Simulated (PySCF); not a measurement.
**A gas-phase reaction: F4Ti + H2 → F3HTi + FH**

Wanted: the reaction energy for `[F][Ti]([F])([F])[F]` + `[H][H]` → `[F][TiH]([F])[F]` + `F`.

Computed with PySCF 2.14.0; each step states its level. No surroundings beyond the atoms listed, unless a continuum is named. Atoms count from 0, parts from 1.

## 1. Starting point

Each species was relaxed by itself at PBE0-D3(BJ)/def2-SVPD.

## 2. Energies of the species: wB97M-D3(BJ)/def2-TZVPD

What the job is given:

```
{"job": {"kind": "react", "xc": "wB97M-D3(BJ)", "basis": "def2-TZVPD"}, "charge": 0, "multiplicity": 1}
-1 F4Ti charge 0 multiplicity 1
F      1.706420    -0.037200     0.306610
Ti    -0.007970     0.002790     0.009060
F     -0.370600    -0.947250    -1.402290
F     -0.515890     1.646740    -0.253140
F     -0.854220    -0.656380     1.379530

-1 H2 charge 0 multiplicity 1
H      0.380060    -0.000960    -0.013460
H     -0.380060     0.000960     0.013460

+1 F3HTi charge 0 multiplicity 1
F      0.526420    -1.684230    -0.015640
Ti     0.035610    -0.014270    -0.066270
F     -1.360820     0.269840    -1.068240
F      1.348710     1.095470    -0.349850
H     -0.476380     0.320480     1.476020

+1 FH charge 0 multiplicity 1
F      0.457990    -0.000520     0.043920
H     -0.457990     0.000520    -0.043920
```

Method: wB97M-D3(BJ)/def2-TZVPD reaction energy of separated species, gas phase.

The run is started by

```
$ OMP_NUM_THREADS=1 python cluster_run.py task.json out
```

This one command runs all jobs of the session in turn.

**Question.** The jobs that follow are: PBE0-D3(BJ)/def2-TZVPD reaction energy of separated species, gas phase. Predict: reaction energy (wB97M-D3(BJ)/def2-TZVPD); ΔH, ΔG at 298 K (xTB thermal terms). Thermal terms come from harmonic xTB runs on each species.

**Answer**, as computed:

| quantity | value |
| --- | --- |
| reaction energy (wB97M-D3(BJ)/def2-TZVPD) | 40.35 kcal/mol |
| ΔH, ΔG at 298 K (xTB thermal terms) | +42.4, +39.9 kcal/mol |
| range of the reaction energy over the runs of this table | 40.35 to 41.98 kcal/mol |

The reaction is endothermic by 42.4 kcal/mol in the gas phase; dispersion gives +0.08, and xTB itself gave 34.60 for the electronic energy (xTB energies and thermal terms come from the earlier relaxation of each species, not shown). No barrier was sought. The reaction energy runs from 40.35 (wB97M-D3(BJ)/def2-TZVPD) to 41.98 kcal/mol (PBE0-D3(BJ)/def2-TZVPD).
